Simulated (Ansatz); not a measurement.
# PtSe2: the cost of one run

Program: Ansatz 0.2.0. Level of theory: DFT PBE, scalar-relativistic, plane waves, PAW, and further levels as typed in the inputs. These are calculated values, not measurements.

## 1. Starting point

It takes space group P-3m1 (No. 164, trigonal). The conventional cell has a = 3.727 Å, b = 3.727 Å, c = 5.070 Å, α = 90.00°, β = 90.00°, γ = 120.00°. Pt (site symmetry -3m) is surrounded by 6 Se at 2.50 Å. Se (site symmetry 3m) has 3 Pt at 2.50 Å in its first shell of neighbours.

Coordinates:

```
Pt Se
1.0
     3.72700    0.00000    0.00000
    -1.86350    3.22768    0.00000
     0.00000    0.00000    5.07000
Pt Se
1 2
Direct
  0.00000 0.00000 0.00000
  0.33333 0.66667 0.25000
  0.66667 0.33333 0.75000
```

## 2. Relaxing the atoms: PtSe2, no spin

input.yaml

```yaml
crystal:
  lattice:
    - [3.727, 0.0, 0.0]
    - [-1.8635, 3.2276766799, 0.0]
    - [0.0, 0.0, 5.07]
  atoms:
    - { symbol: Pt, position: [0.0, 0.0, 0.0] }
    - { symbol: Se, position: [0.3333333333, 0.6666666667, 0.25] }
    - { symbol: Se, position: [0.6666666667, 0.3333333333, 0.75] }
scf:
  occupations: { method: gaussian, width: 0.02 }
output:
  forces: true
  stress: true
  eigenvalues: true
hamiltonian:
  xc: pbe
kpoints:
  mp_grid: { grid: [14, 14, 10] }
relax:
  f_tol: 0.001
  max_steps: 40
```

Run with:

```
> ansatz run input.yaml --threads 8 --pin off --max-ram 20480MiB --backend cpu --events-out ev --progress --plain --runs-dir out
```

**Question.** How long does this run take on 8 threads of Arm Neoverse N1, shared host, and how much memory does it need?

About 20 s, with a peak of 0.64 GiB.
